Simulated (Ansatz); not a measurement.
Geometry optimisation, DFT PBE, scalar-relativistic, plane waves, PAW in Ansatz 0.2.0.

Input file:

```yaml
crystal:
  lattice:
    - [0.0, 5.43, 5.43]
    - [5.43, 0.0, 5.43]
    - [5.43, 5.43, 0.0]
  atoms:
    - { symbol: Si, position: [0.0, 0.0, 0.0] }
    - { symbol: Si, position: [0.125, 0.125, 0.125] }
    - { symbol: Si, position: [0.0, 0.0, 0.5] }
    - { symbol: Si, position: [0.125, 0.125, 0.625] }
    - { symbol: Si, position: [0.0, 0.5, 0.0] }
    - { symbol: Si, position: [0.125, 0.625, 0.125] }
    - { symbol: Si, position: [0.0, 0.5, 0.5] }
    - { symbol: Si, position: [0.125, 0.625, 0.625] }
    - { symbol: Si, position: [0.5, 0.0, 0.0] }
    - { symbol: Si, position: [0.625, 0.125, 0.125] }
    - { symbol: Si, position: [0.5, 0.0, 0.5] }
    - { symbol: Si, position: [0.625, 0.125, 0.625] }
    - { symbol: Si, position: [0.5, 0.5, 0.0] }
    - { symbol: Si, position: [0.625, 0.625, 0.125] }
    - { symbol: Si, position: [0.5, 0.5, 0.5] }
    - { symbol: Si, position: [0.625, 0.625, 0.625] }
    - { symbol: O, position: [0.8754144, 0.3729826, 0.8811602], spin: 1.0 }
magnetization:
  spin_polarized: true
basis:
  ecutwfc: 420.0
kpoints:
  mp_grid: { grid: [2, 2, 2] }
hamiltonian:
  xc: pbe
  pseudopotentials: { kind: paw, azcp: { folder: soft_1 } }
scf:
  occupations: { method: fermi_dirac, width: 0.05 }
  lower_state_search: "off"
relax:
  f_tol: 0.08
  max_steps: 25
  adjacent_minimum: "off"
```

Launched with:

```bash
$ ansatz run input.yaml --threads 1 --pin off --max-ram 3072MiB --backend cpu --events-out ev --progress --plain --runs-dir out
```

Where does it end, and by what steps?

The run converged. Limits of this set-up: coarse k mesh, a small cell, in which the defect meets its images. After 20 steps the energy has fallen by 3.455 eV; O17 moved furthest, 1.28 Å. Joined: Si2–O17 (2.68 → 1.66 Å), Si5–O17 (2.32 → 1.67 Å).

```
step  energy less start (eV)  largest force component (eV/Å)  accepted
   0                  0.0000                           0.389       yes
   1                 -0.0746                           0.298       yes
   2                 -0.2849                           1.049       yes
   3                 -0.7313                           0.862       yes
   4                 -1.0511                           0.687       yes
   5                 -1.1567                           0.276       yes
   6                 -1.2392                           0.179       yes
   7                 -1.2207                           0.392        no
   8                 -1.2719                           0.144       yes
   9                 -1.3067                           0.285       yes
  10                 -1.3819                           0.579       yes
  11                 -1.5597                           0.731       yes
  12                 -1.6702                           1.034       yes
  13                 -1.8664                           0.581       yes
  14                 -2.1120                           1.214       yes
  15                 -2.6841                           1.679       yes
  16                 -3.2821                           0.914       yes
  17                 -3.2915                           1.465       yes
  18                 -3.4444                           0.268       yes
  19                 -3.4316                           0.543        no
  20                 -3.4546                           0.044       yes
```

```xyz
17
Lattice="0.0000 5.4300 5.4300 5.4300 0.0000 5.4300 5.4300 5.4300 0.0000" Properties=species:S:1:pos:R:3
Si -0.288 0.055 -0.273
Si 1.126 1.314 1.093
Si 2.734 2.614 0.055
Si 4.042 4.106 1.305
Si 2.843 -0.351 2.804
Si 3.835 1.473 3.836
Si 5.420 2.761 2.660
Si 6.790 3.951 4.182
Si 0.126 2.471 2.832
Si 1.300 4.064 4.099
Si 2.681 5.384 2.730
Si 4.071 6.637 4.149
Si 2.685 2.731 5.461
Si 4.254 3.816 6.884
Si 5.449 5.320 5.529
Si 6.782 6.769 6.807
O 7.258 10.723 6.925
```

Whether the end is a true minimum wasn't checked by a vibrational analysis.

Run time: 5.4 min on 1 thread of Arm Neoverse V2, with other jobs on the host, peak memory 0.66 GiB.
